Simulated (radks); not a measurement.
# Gd⁺ in [Xe] 4f7 5d1 5f1: an all-electron calculation

Wanted: eigenvalues, radial structure and energy terms of the gadolinium ion Gd+.

Program: radks (a radial shooting solver on a logarithmic mesh, Libxc functionals) version 1. Level of theory: scalar-relativistic Kohn-Sham, LDA (Slater exchange, Perdew-Wang correlation), spin-polarised, spherical densities, point nucleus; open shells are filled with parallel spins first. These are calculated values, not measurements, unless marked.

## (1) The system

- element: gadolinium (Z = 64)
- charge: +1
- electrons: 63
- configuration: [Xe] 4f7 5d1 5f1

Outer shells as boxes (Hund's rule):

Gd⁺
```
[Xe] core
4f [↑ ][↑ ][↑ ][↑ ][↑ ][↑ ][↑ ]
5d [↑ ][  ][  ][  ][  ]
5f [↑ ][  ][  ][  ][  ][  ][  ]
```

## (2) The calculation

Settings of this run:

```text
Z 64
configuration [Xe] 4f7 5d1 5f1 6s0 6p0 6d0 6f0
relativity scalar-relativistic
functional lda,pw
spin polarised
nucleus point
c 137.035999084
```

On the command line:

```sh
$ python run_ks.py task.json out
```

The same process makes all the runs of this session.

**Question.** What will this run give?

As calculated:

```
                        quantity                   value
                    total energy     -11263.3459 hartree
exchange-correlation share of it                  2.14 %
                            −T/E                  1.0736
          highest occupied level        5f up, -2.603 eV
    most extended occupied level  5f up, <r> = 8.16 bohr
 radius at density 0.001 e/bohr³               3.83 bohr
    maxima of the radial density                       5
```

What this shows: The radial density shows 5 maxima for 5 occupied principal shells. Relativity lifts −T/E to 1.074. This is not the tabulated ground configuration, so its levels and sizes aren't those of the ground state, and no measured value stands beside it.
